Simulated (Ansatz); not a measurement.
# SiH₂O₃ + H₂S: a complex and its separated parts, part 2 of 2

Ansatz 0.2.0, Gaussian basis. Earlier steps stand in the parts before.

## 13. CAM-B3LYP-D4/def2-TZVPP

The inputs:

parta/in.yaml

```yaml
crystal:
  periodic: [false, false, false]
  atoms:
    - {symbol: Si, position_ang: [-0.619324, -0.599408, -0.211666]}
    - {symbol: O, position_ang: [-0.107884, -1.659786, 0.731888]}
    - {symbol: O, position_ang: [-1.717716, 0.548304, 0.111003]}
    - {symbol: O, position_ang: [-0.180526, -0.382315, -1.745684]}
    - {symbol: H, position_ang: [-2.071700, 0.536984, 1.004618]}
    - {symbol: H, position_ang: [-0.601021, 0.340054, -2.219285]}
basis:
  gaussian: {orbitals: def2-TZVPP}
hamiltonian: {xc: {name: CAM-B3LYP}, dispersion: d4}
```

partb/in.yaml

```yaml
crystal:
  periodic: [false, false, false]
  atoms:
    - {symbol: S, position_ang: [1.498651, 0.899642, 0.515613]}
    - {symbol: H, position_ang: [1.478117, 0.375100, 1.749973]}
    - {symbol: H, position_ang: [2.321304, -0.058477, 0.063440]}
basis:
  gaussian: {orbitals: def2-TZVPP}
hamiltonian: {xc: {name: CAM-B3LYP}, dispersion: d4}
```

Each run has its own folder and the same command.

Run with:

```sh
$ ansatz run in.yaml --threads 4 --pin off --events-out ev --progress --plain --max-ram 9574MiB
```

Output in parta, shortened:

```text
Functional definition: CAM-B3LYP
  name "CAM-B3LYP"
  cite "Yanai, Tew & Handy, Chem. Phys. Lett. 393, 51 (2004) doi:10.1016/j.cplett.2004.06.011"
  cite "Iikura, Tsuneda, Yanai & Hirao, J. Chem. Phys. 115, 3540 (2001) doi:10.1063/1.1383587"
  cite "Becke, Phys. Rev. A 38, 3098 (1988) doi:10.1103/PhysRevA.38.3098"
  cite "Lee, Yang & Parr, Phys. Rev. B 37, 785 (1988) doi:10.1103/PhysRevB.37.785"
[...]
  # Exact exchange under (alpha + beta erf(omega r))/r, Becke's under what is left of 1/r.
[...]
862 factors; their error is unknown
195 factors; integrals over basis functions are off by at most 1.1e-5 eV
[...]
mean field -14055.81146139 eV, -516.5415438347 hartree, gradient 1.4e-5 eV, S^2 0.000000; 0 other end points of the search recorded, 0 dependent functions left out
reference -14055.81156106 eV, -516.5415474977 hartree; 20, 20 occupied and 143, 143 virtual orbitals, 862 factors
Total energy: -14055.89882987 eV, -516.5447545674 hartree
```

partb printed, shortened:

```text
[... 6 set-up lines as earlier in the session ...]
[...]
  # Exact exchange under (alpha + beta erf(omega r))/r, Becke's under what is left of 1/r.
[...]
414 factors; their error is unknown
87 factors; integrals over basis functions are off by at most 9.9e-5 eV
[...]
mean field -10868.61808605 eV, -399.4143476483 hartree, gradient 1.9e-5 eV, S^2 0.000000; 0 other end points of the search recorded, 0 dependent functions left out
reference -10868.61816313 eV, -399.4143504810 hartree; 9, 9 occupied and 61, 61 virtual orbitals, 414 factors
Total energy: -10868.63011845 eV, -399.4147898309 hartree
```

Wall times: 3 s (parta), 0.61 s (partb) on 4 threads of Intel Xeon at 2.50GHz, shared host.

## 14. wB97X-V/def2-TZVPP

Each input of step 13 (parta, partb) changes in the same lines:

```diff
-hamiltonian: {xc: {name: CAM-B3LYP}, dispersion: d4}
+hamiltonian: {xc: {name: wB97X-V}}
```

The same command starts each run, in its folder.

Run with:

```sh
$ ansatz run in.yaml --threads 4 --pin off --events-out ev --progress --plain --max-ram 9574MiB
```

Output in parta, shortened:

```text
Functional definition: wB97X-V
  name "wB97X-V"
  cite "Mardirossian & Head-Gordon, Phys. Chem. Chem. Phys. 16, 9904 (2014) doi:10.1039/C3CP54374A"
[... 2 set-up lines as earlier in the session ...]
[...]
      + integral(e_c_pw_opposite_spin*poly(b97_u_opposite, cos0, cos1)) + vv10(b, c)
862 factors; their error is unknown
175 factors; integrals over basis functions are off by at most 8.4e-6 eV
[...]
mean field -14053.92903401 eV, -516.4723659046 hartree, gradient 3.3e-5 eV, S^2 0.000000; 0 other end points of the search recorded, 0 dependent functions left out
reference -14053.92903239 eV, -516.4723658452 hartree; 20, 20 occupied and 143, 143 virtual orbitals, 862 factors
Total energy: -14053.92903239 eV, -516.4723658452 hartree
```

partb printed, shortened:

```text
[... 5 set-up lines as earlier in the session ...]
[...]
      + integral(e_c_pw_opposite_spin*poly(b97_u_opposite, cos0, cos1)) + vv10(b, c)
409 factors; their error is unknown
87 factors; integrals over basis functions are off by at most 4.4e-5 eV
[...]
mean field -10866.66388933 eV, -399.3425322435 hartree, gradient 7.8e-5 eV, S^2 0.000000; 0 other end points of the search recorded, 0 dependent functions left out
reference -10866.66388816 eV, -399.3425322007 hartree; 9, 9 occupied and 61, 61 virtual orbitals, 409 factors
Total energy: -10866.66388816 eV, -399.3425322007 hartree
```

Times: 5.5 s (parta), 1 s (partb) on 4 threads of Intel Xeon at 2.50GHz, shared host.

## 15. wB97M-V/def2-TZVPP

Each input of step 14 (parta, partb) changes in the same lines:

```diff
-hamiltonian: {xc: {name: wB97X-V}}
+hamiltonian: {xc: {name: wB97M-V}}
```

One command serves all of them, each in its own folder.

Run with:

```sh
$ ansatz run in.yaml --threads 4 --pin off --events-out ev --progress --plain --max-ram 9574MiB
```

Log of parta, shortened:

```text
Functional definition: wB97M-V
  name "wB97M-V"
  cite "Mardirossian & Head-Gordon, J. Chem. Phys. 144, 214110 (2016) doi:10.1063/1.4952647"
[... 2 set-up lines as earlier in the session ...]
  # Of w^i u^j: cxij and so on, Table III.
[...]
  gx(w, u) = 1 - cx + cx01*u + cx10*w
[...]
      + integral(e_c_pw_mod_opposite_spin*gos(b97_w_opposite, b97_u_opposite)) + vv10(b, c)
862 factors; their error is unknown
175 factors; integrals over basis functions are off by at most 8.4e-6 eV
[...]
mean field -14055.36144250 eV, -516.5250059457 hartree, gradient 3.2e-5 eV, S^2 0.000000; 0 other end points of the search recorded, 0 dependent functions left out
reference -14055.36148210 eV, -516.5250074010 hartree; 20, 20 occupied and 143, 143 virtual orbitals, 862 factors
Total energy: -14055.36148210 eV, -516.5250074010 hartree
```

partb printed, shortened:

```text
[... 5 set-up lines as earlier in the session ...]
  # Of w^i u^j: cxij and so on, Table III.
[...]
  gx(w, u) = 1 - cx + cx01*u + cx10*w
[...]
      + integral(e_c_pw_mod_opposite_spin*gos(b97_w_opposite, b97_u_opposite)) + vv10(b, c)
409 factors; their error is unknown
87 factors; integrals over basis functions are off by at most 4.4e-5 eV
[...]
mean field -10867.51056973 eV, -399.3736471745 hartree, gradient 7.8e-6 eV, S^2 0.000000; 0 other end points of the search recorded, 0 dependent functions left out
reference -10867.51059790 eV, -399.3736482097 hartree; 9, 9 occupied and 61, 61 virtual orbitals, 409 factors
Total energy: -10867.51059790 eV, -399.3736482097 hartree
```

Wall times: 6 s (parta), 1.2 s (partb) on 4 threads of Intel Xeon at 2.50GHz, shared host.

## 16. B2PLYP/def2-TZVPP

The same edit goes into each in.yaml of step 15 (parta, partb):

```diff
-hamiltonian: {xc: {name: wB97M-V}}
+hamiltonian: {xc: {name: B2PLYP}}
```

One command serves all of them, each in its own folder.

Run with:

```sh
$ ansatz run in.yaml --threads 4 --pin off --events-out ev --progress --plain --max-ram 9574MiB
```

Log of parta, shortened:

```text
Functional definition: B2PLYP
  name "B2PLYP"
  cite "Grimme, J. Chem. Phys. 124, 034108 (2006) doi:10.1063/1.2148954"
[... 2 set-up lines as earlier in the session ...]
[...]
1013 factors; integrals over basis functions are off by at most 1.2e-3 eV
[...]
mean field -14043.18314327 eV, -516.0774617037 hartree, gradient 7.7e-6 eV, S^2 0.000000; 0 other end points of the search recorded, 0 dependent functions left out
8 core orbitals not correlated: weight in the atoms' cores, before any rotation towards them, 1.000 or more for the frozen orbitals, at most 0.000 for the correlated occupied ones
reference -14043.18327147 eV, -516.0774664149 hartree; 12, 12 occupied and 143, 143 virtual orbitals, 1013 factors
second order -27.20162474 eV of doubles, -0.00000000 eV of singles
Total energy: -14050.52771015 eV, -516.3473695581 hartree
```

Output in partb, shortened:

```text
[... 5 set-up lines as earlier in the session ...]
[...]
386 factors; integrals over basis functions are off by at most 7.9e-4 eV
[...]
mean field -10863.10107216 eV, -399.2116011274 hartree, gradient 3.7e-6 eV, S^2 0.000000; 0 other end points of the search recorded, 0 dependent functions left out
5 core orbitals not correlated: weight in the atoms' cores, before any rotation towards them, 1.000 or more for the frozen orbitals, at most 0.000 for the correlated occupied ones
reference -10863.10117205 eV, -399.2116047985 hartree; 4, 4 occupied and 61, 61 virtual orbitals, 386 factors
second order -6.35682670 eV of doubles, -0.00000000 eV of singles
Total energy: -10864.81751526 eV, -399.2746792480 hartree
```

They took 4.4 s (parta), 0.71 s (partb) on 4 threads of Intel Xeon at 2.50GHz, shared host.

## 17. PBE-QIDH/def2-TZVPP

Each input of step 16 (parta, partb) changes in the same lines:

```diff
-hamiltonian: {xc: {name: B2PLYP}}
+hamiltonian: {xc: {name: PBE-QIDH}}
```

The same command starts each run, in its folder.

Run with:

```sh
$ ansatz run in.yaml --threads 4 --pin off --events-out ev --progress --plain --max-ram 9574MiB
```

Log of parta, shortened:

```text
Functional definition: PBE-QIDH
  name "PBE-QIDH"
  cite "Brémond, Sancho-García, Pérez-Jiménez & Adamo, J. Chem. Phys. 141, 031101 (2014) doi:10.1063/1.4890314"
[... 1 set-up line as earlier in the session ...]
[...]
1013 factors; integrals over basis functions are off by at most 1.2e-3 eV
[...]
mean field -14036.08983514 eV, -515.8167874379 hartree, gradient 7.5e-6 eV, S^2 0.000000; 0 other end points of the search recorded, 0 dependent functions left out
8 core orbitals not correlated: weight in the atoms' cores, before any rotation towards them, 1.000 or more for the frozen orbitals, at most 0.000 for the correlated occupied ones
reference -14036.08984492 eV, -515.8167877973 hartree; 12, 12 occupied and 143, 143 virtual orbitals, 1013 factors
second order -25.18734164 eV of doubles, -0.00000000 eV of singles
Total energy: -14044.48562546 eV, -516.1253270415 hartree
```

Output in partb, shortened:

```text
[... 4 set-up lines as earlier in the session ...]
[...]
386 factors; integrals over basis functions are off by at most 7.9e-4 eV
[...]
mean field -10860.20503601 eV, -399.1051737620 hartree, gradient 1.1e-6 eV, S^2 0.000000; 0 other end points of the search recorded, 0 dependent functions left out
5 core orbitals not correlated: weight in the atoms' cores, before any rotation towards them, 1.000 or more for the frozen orbitals, at most 0.000 for the correlated occupied ones
reference -10860.20504279 eV, -399.1051740113 hartree; 4, 4 occupied and 61, 61 virtual orbitals, 386 factors
second order -5.89913181 eV of doubles, -0.00000000 eV of singles
Total energy: -10862.17142006 eV, -399.1774370431 hartree
```

They took 4.2 s (parta), 0.7 s (partb) on 4 threads of Intel Xeon at 2.50GHz, shared host.

## 18. RPA on PBE/def2-TZVPP

The same edit goes into each in.yaml of step 17 (parta, partb):

```diff
-hamiltonian: {xc: {name: PBE-QIDH}}
+hamiltonian: {xc: pbe}
+correlation: {method: rpa}
```

One command serves all of them, each in its own folder.

Run with:

```sh
$ ansatz run in.yaml --threads 4 --pin off --events-out ev --progress --plain --max-ram 9574MiB
```

Output in parta, shortened:

```text
[... 4 set-up lines as earlier in the session ...]
[...]
1013 factors; integrals over basis functions are off by at most 1.2e-3 eV
[...]
mean field -14047.00720848 eV, -516.2179935081 hartree, gradient 8.9e-6 eV, S^2 0.000000; 0 other end points of the search recorded, 0 dependent functions left out
8 core orbitals not correlated: weight in the atoms' cores, before any rotation towards them, 1.000 or more for the frozen orbitals, at most 0.000 for the correlated occupied ones
reference -14010.22030169 eV, -514.8660996187 hartree; 12, 12 occupied and 143, 143 virtual orbitals, 1013 factors
Total energy: -14044.17820707 eV, -516.1140296240 hartree
```

Output in partb, shortened:

```text
[... 4 set-up lines as earlier in the session ...]
[...]
386 factors; integrals over basis functions are off by at most 7.9e-4 eV
[...]
mean field -10863.54268063 eV, -399.2278299396 hartree, gradient 1.8e-6 eV, S^2 0.000000; 0 other end points of the search recorded, 0 dependent functions left out
5 core orbitals not correlated: weight in the atoms' cores, before any rotation towards them, 1.000 or more for the frozen orbitals, at most 0.000 for the correlated occupied ones
reference -10849.04797811 eV, -398.6951594468 hartree; 4, 4 occupied and 61, 61 virtual orbitals, 386 factors
Total energy: -10858.41208618 eV, -399.0392840710 hartree
```

Wall times: 4 s (parta), 0.66 s (partb) on 4 threads of Intel Xeon at 2.50GHz, shared host.

## 19. CCSD(T)/def2-TZVPP

Each input of step 18 (parta, partb) changes in the same lines:

```diff
-hamiltonian: {xc: pbe}
-correlation: {method: rpa}
+correlation: {method: ccsd_t}
```

The same command starts each run, in its folder.

Run with:

```sh
$ ansatz run in.yaml --threads 4 --pin off --events-out ev --progress --plain --max-ram 9574MiB
```

parta printed, shortened:

```text
Functional definition: HF
  name "HF"
  cite "Fock, Z. Phys. 61, 126 (1930) doi:10.1007/BF01340294"
[... 1 set-up line as earlier in the session ...]
[...]
1013 factors; integrals over basis functions are off by at most 1.2e-3 eV
[...]
mean field -14011.70665133 eV, -514.9207219605 hartree, gradient 4.3e-6 eV, S^2 0.000000; 0 other end points of the search recorded, 0 dependent functions left out
8 core orbitals not correlated: weight in the atoms' cores, before any rotation towards them, 1.000 or more for the frozen orbitals, at most 0.000 for the correlated occupied ones
reference -14011.70665133 eV, -514.9207219605 hartree; 12, 12 occupied and 143, 143 virtual orbitals, 1013 factors
second order -22.44285832 eV of doubles, -0.00000000 eV of singles
cycle   1  -21.84468190 eV  change    6.0e-1 eV  update   1.1e-1
[...]
cycle  10  -22.48111336 eV  change   -2.3e-5 eV  update   1.4e-5
perturbative correction -0.86655821 eV, -0.0318454269 hartree
Total energy: -14035.05432291 eV, -515.7787330653 hartree
```

Log of partb, shortened:

```text
[... 4 set-up lines as earlier in the session ...]
[...]
386 factors; integrals over basis functions are off by at most 7.9e-4 eV
[...]
mean field -10849.38779137 eV, -398.7076473537 hartree, gradient 1.3e-6 eV, S^2 0.000000; 0 other end points of the search recorded, 0 dependent functions left out
5 core orbitals not correlated: weight in the atoms' cores, before any rotation towards them, 1.000 or more for the frozen orbitals, at most 0.000 for the correlated occupied ones
reference -10849.38779137 eV, -398.7076473537 hartree; 4, 4 occupied and 61, 61 virtual orbitals, 386 factors
second order -5.20092722 eV of doubles, -0.00000000 eV of singles
cycle   1  -5.68439447 eV  change   -4.8e-1 eV  update   4.9e-2
[...]
cycle   8  -5.86290509 eV  change    2.7e-6 eV  update   5.9e-6
perturbative correction -0.21792803 eV, -0.0080087074 hartree
Total energy: -10855.46862449 eV, -398.9311138492 hartree
```

They took 25 s (parta), 0.76 s (partb) on 4 threads of Intel Xeon at 2.50GHz, shared host; peak memory 1.3 GiB.

## 20. Vibrations of SiH₂O₃

Contents of vib-parta/in.yaml:

```yaml
crystal:
  periodic: [false, false, false]
  atoms:
    - {symbol: Si, position_ang: [-0.619324, -0.599408, -0.211666]}
    - {symbol: O, position_ang: [-0.107884, -1.659786, 0.731888]}
    - {symbol: O, position_ang: [-1.717716, 0.548304, 0.111003]}
    - {symbol: O, position_ang: [-0.180526, -0.382315, -1.745684]}
    - {symbol: H, position_ang: [-2.071700, 0.536984, 1.004618]}
    - {symbol: H, position_ang: [-0.601021, 0.340054, -2.219285]}
basis:
  gaussian: {orbitals: def2-TZVP}
hamiltonian: {xc: pbe0, dispersion: d4}
phonons: {temperatures: {t_min: 298.15, t_max: 900, t_step: 200}}
```

Run with:

```sh
$ ansatz run in.yaml --threads 4 --pin off --events-out ev --progress --plain --max-ram 9574MiB
```

The program printed, shortened:

```text
[... 5 set-up lines as earlier in the session ...]
[...]
809 factors; their error is unknown
[...]
mean field -14047.41550826 eV, -516.2329982483 hartree, gradient 4.9e-5 eV, S^2 0.000000; 0 other end points of the search recorded, 0 dependent functions left out
[...]
Atom 3 at    -0.180526    -0.382315    -1.745684 Å, force    -0.001667     0.000022    -0.000465 eV/Å
Atom 4 at    -2.071700     0.536984     1.004618 Å, force    -0.001286     0.000929     0.002937 eV/Å
Atom 5 at    -0.601021     0.340054    -2.219285 Å, force     0.002151     0.000361    -0.001327 eV/Å
Dipole moment:    -0.495521     0.722240    -0.283568 e Å
Vibrations: 316.50 328.70 361.86 410.45 470.18 817.63 856.07 871.99 1011.34 1324.39 3890.90 3896.30 cm⁻¹, zero-point energy 0.902375 eV
```

It took 66 s on 4 threads of Intel Xeon at 2.50GHz, shared host.

The modes, with what each moves most:

| mode | wavenumber (cm⁻¹) | character |
| --- | --- | --- |
| 1 | 316 | bend |
| 2 | 329 | bend |
| 3 | 362 | torsion with out-of-plane bend |
| 4 | 410 | torsion |
| 5 | 470 | torsion |
| 6 | 818 | Si–O stretch with bend |
| 7 | 856 | bend |
| 8 | 872 | bend with Si–O stretch |
| 9 | 1011 | Si–O stretch |
| 10 | 1324 | Si–O stretch |
| 11 | 3891 | O–H stretch |
| 12 | 3896 | O–H stretch |

Vibrational sums (real modes only):

| T (K) | entropy (J/mol/K) | heat capacity (J/mol/K) |
| --- | --- | --- |
| 298 | 25.1 | 41.0 |
| 498 | 51.2 | 60.2 |
| 698 | 73.2 | 69.8 |
| 898 | 91.6 | 75.5 |

## 21. Vibrations of H₂S

Contents of vib-partb/in.yaml:

```yaml
crystal:
  periodic: [false, false, false]
  atoms:
    - {symbol: S, position_ang: [1.498651, 0.899642, 0.515613]}
    - {symbol: H, position_ang: [1.478117, 0.375100, 1.749973]}
    - {symbol: H, position_ang: [2.321304, -0.058477, 0.063440]}
basis:
  gaussian: {orbitals: def2-TZVP}
hamiltonian: {xc: pbe0, dispersion: d4}
phonons: {temperatures: {t_min: 298.15, t_max: 900, t_step: 200}}
```

Run with:

```sh
$ ansatz run in.yaml --threads 4 --pin off --events-out ev --progress --plain --max-ram 9574MiB
```

The program printed, shortened:

```text
[... 5 set-up lines as earlier in the session ...]
[...]
359 factors; their error is unknown
[...]
mean field -10864.45046306 eV, -399.2611903286 hartree, gradient 4.8e-5 eV, S^2 0.000000; 0 other end points of the search recorded, 0 dependent functions left out
[...]
Total energy: -10864.46265914 eV, -399.2616385262 hartree
Atom 0 at     1.498651     0.899642     0.515613 Å, force     0.000063    -0.000117     0.000062 eV/Å
Atom 1 at     1.478117     0.375100     1.749973 Å, force    -0.000286     0.000189     0.000478 eV/Å
Atom 2 at     2.321304    -0.058477     0.063440 Å, force     0.000223    -0.000072    -0.000539 eV/Å
Dipole moment:     0.104465    -0.193095     0.101869 e Å
Vibrations: 1209.05 2724.43 2739.72 cm⁻¹, zero-point energy 0.413686 eV
```

Wall time 1.7 s (4 threads of Intel Xeon at 2.50GHz, shared host).

The modes, with what each moves most:

| mode | wavenumber (cm⁻¹) | character |
| --- | --- | --- |
| 1 | 1209 | bend |
| 2 | 2724 | S–H stretch |
| 3 | 2740 | S–H stretch |

Vibrational sums (real modes only):

| T (K) | entropy (J/mol/K) | heat capacity (J/mol/K) |
| --- | --- | --- |
| 298 | 0.2 | 0.8 |
| 498 | 1.2 | 3.7 |
| 698 | 3.0 | 7.0 |
| 898 | 5.1 | 10.2 |

## 22. Complex less separated parts

The complex's own energies come from single points at the same levels.

Rows are in def2-TZVPP; times add the 3 runs of a level on a shared host, so small differences are noise.

Differences are taken before rounding.

| method | rung | complex less parts (eV) | from CCSD(T) (eV) | time |
| --- | --- | --- | --- | --- |
| SPW92 | LDA | -0.803 | -0.360 | 3.8 s |
| PBE-D4 | GGA | -0.595 | -0.152 | 5.1 s |
| BLYP-D4 | GGA | -0.482 | -0.040 | 5.1 s |
| r2SCAN-D4 | meta-GGA | -0.581 | -0.138 | 9.8 s |
| B97M-V | meta-GGA | -0.462 | -0.019 | 16 s |
| PBE0-D4 | hybrid | -0.609 | -0.166 | 8.5 s |
| B3LYP-D4 | hybrid | -0.508 | -0.065 | 7.8 s |
| r2SCAN0-D4 | hybrid | -0.597 | -0.154 | 12 s |
| BHLYP-D4 | hybrid | -0.534 | -0.092 | 8.7 s |
| CAM-B3LYP-D4 | range-separated hybrid | -0.506 | -0.063 | 9.6 s |
| wB97X-V | range-separated hybrid | -0.532 | -0.090 | 18 s |
| wB97M-V | range-separated hybrid | -0.524 | -0.081 | 18 s |
| B2PLYP | double hybrid | -0.385 | +0.058 | 14 s |
| PBE-QIDH | double hybrid | -0.538 | -0.095 | 13 s |
| RPA on PBE | RPA | -0.363 | +0.080 | 13 s |
| Hartree-Fock | wavefunction | -0.218 | +0.225 |  |
| MP2 | wavefunction | -0.468 | -0.026 |  |
| CCSD | wavefunction | -0.403 | +0.039 |  |
| CCSD(T) | wavefunction | -0.443 | 0 | 2.7 min |

Among the levels timed on like hardware and quicker than the yardstick, those that no quicker one beats, quickest first: SPW92 (3.8 s, -0.360 eV); BLYP-D4 (5.1 s, -0.040 eV); B97M-V (16 s, -0.019 eV).

For cost: B97M-V gets within 0.019 eV in 16 s, where CCSD(T) took 2.7 min; the quickest level in the cost chart, SPW92, takes 3.8 s and misses by 0.360 eV.

The complex's zero-point energy, from a separate PBE0-D4 run, is 1.396 eV.

## 23. Summary of results

The summary covers parts 1 to 2.

```
                              quantity      value
complex less parts, CCSD(T)/def2-TZVPP  -0.443 eV
                with zero-point energy  -0.362 eV
                 largest T1 diagnostic      0.015
```

In words: At CCSD(T) the complex lies 0.443 eV below its parts. Among the functionals B97M-V lands nearest to CCSD(T) (-0.019 eV) and SPW92 farthest (-0.360 eV). By rung, the mean size of the error is: LDA 0.360, GGA 0.096, meta-GGA 0.078, hybrid 0.119, range-separated hybrid 0.078, double hybrid 0.076 eV. PBE-D4 gives a relative energy 0.152 eV too low, outside chemical accuracy (1 kcal/mol, 0.043 eV). No counterpoise was applied, and triple zeta lacks some correlation, so the CCSD(T) reference has a basis error of its own, and close matches with it are partly luck.
